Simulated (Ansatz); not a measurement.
**C₂H₆AlN: how energies converge with the basis set**

One table from this session's results is given with a row withheld; the runs are named, their logs left out.

Computed with Ansatz 0.2.0, Gaussian basis. Level: one geometry, several basis sets.

Levels to be run: PBE0-D4/def2-SVP; ωB97M-V/def2-SVP; PBE0-D4/def2-QZVPP; ωB97M-V/def2-QZVPP; the functionals' def2-TZVPP values are taken from earlier runs.

### The geometry

An earlier PBE0-D4 in a triple-zeta def2 set relaxation fixed the geometry.

SMILES `C[CH]1[NH][AlH]1`, 10 atoms, charge 0, spin multiplicity 1.

Atoms are counted from 1 here; the program's logs count them from 0.

Bond lengths: C1–C2 1.508 Å, C1–H5 1.094 Å, C1–H6 1.099 Å, C1–H7 1.094 Å, C2–N3 1.504 Å, C2–Al4 1.930 Å, C2–H8 1.095 Å, N3–Al4 1.722 Å, N3–H9 1.007 Å, Al4–H10 1.573 Å. Angles: C2–C1–H5 110.9°, C2–C1–H6 111.3°, C2–C1–H7 112.0°, H5–C1–H6 107.2°, H5–C1–H7 108.0°, H6–C1–H7 107.3°, C1–C2–N3 116.3°, C1–C2–Al4 126.3°, C1–C2–H8 110.9°, N3–C2–Al4 58.6°, N3–C2–H8 113.2°, Al4–C2–H8 119.7°, C2–N3–Al4 73.1°, C2–N3–H9 120.6°, Al4–N3–H9 166.3°, C2–Al4–N3 48.2°, C2–Al4–H10 167.4°, N3–Al4–H10 144.3°.

The first run:

in.yaml

```yaml
crystal:
  periodic: [false, false, false]
  atoms:
    - {symbol: C, position_ang: [-1.182113, 0.572429, -0.218616]}
    - {symbol: C, position_ang: [-0.097482, -0.475234, -0.241884]}
    - {symbol: N, position_ang: [0.799760, -0.532460, 0.963358]}
    - {symbol: Al, position_ang: [1.800061, -0.153732, -0.386216]}
    - {symbol: H, position_ang: [-1.687852, 0.632151, -1.186982]}
    - {symbol: H, position_ang: [-1.947467, 0.337603, 0.534275]}
    - {symbol: H, position_ang: [-0.788215, 1.564951, 0.017939]}
    - {symbol: H, position_ang: [-0.504570, -1.452395, -0.522781]}
    - {symbol: H, position_ang: [0.421983, -0.738499, 1.873469]}
    - {symbol: H, position_ang: [3.269097, 0.193985, -0.829660]}
basis:
  gaussian: {orbitals: def2-SVP}
hamiltonian: {xc: pbe0, dispersion: d4}
output: {orbitals: {seedname: orbitals}}
```

Started as:

```console
> ansatz run in.yaml --threads 2 --pin off --events-out ev --progress --plain --max-ram 4352MiB
```

Steps of the session up to this table: PBE0-D4 in def2-SVP; ωB97M-V in def2-SVP; PBE0-D4 in def2-QZVPP; ωB97M-V in def2-QZVPP.

One table of the session follows, with a row left open; its other results are not shown here.

It belongs to the step «Functionals by basis». 

| functional | basis | HOMO (eV) |
| --- | --- | --- |
| PBE0-D4 | def2-SVP | -6.27 |
| PBE0-D4 | def2-TZVPP | -6.33 |
| PBE0-D4 | def2-QZVPP | -6.35 |
| ωB97M-V | def2-SVP | -8.45 |
| ωB97M-V | def2-TZVPP | -8.53 |
| ωB97M-V | def2-QZVPP | ? |

Estimate the missing values for ωB97M-V, def2-QZVPP.

The run gave: HOMO (eV): -8.55. In the column «HOMO (eV)» it is the lowest.
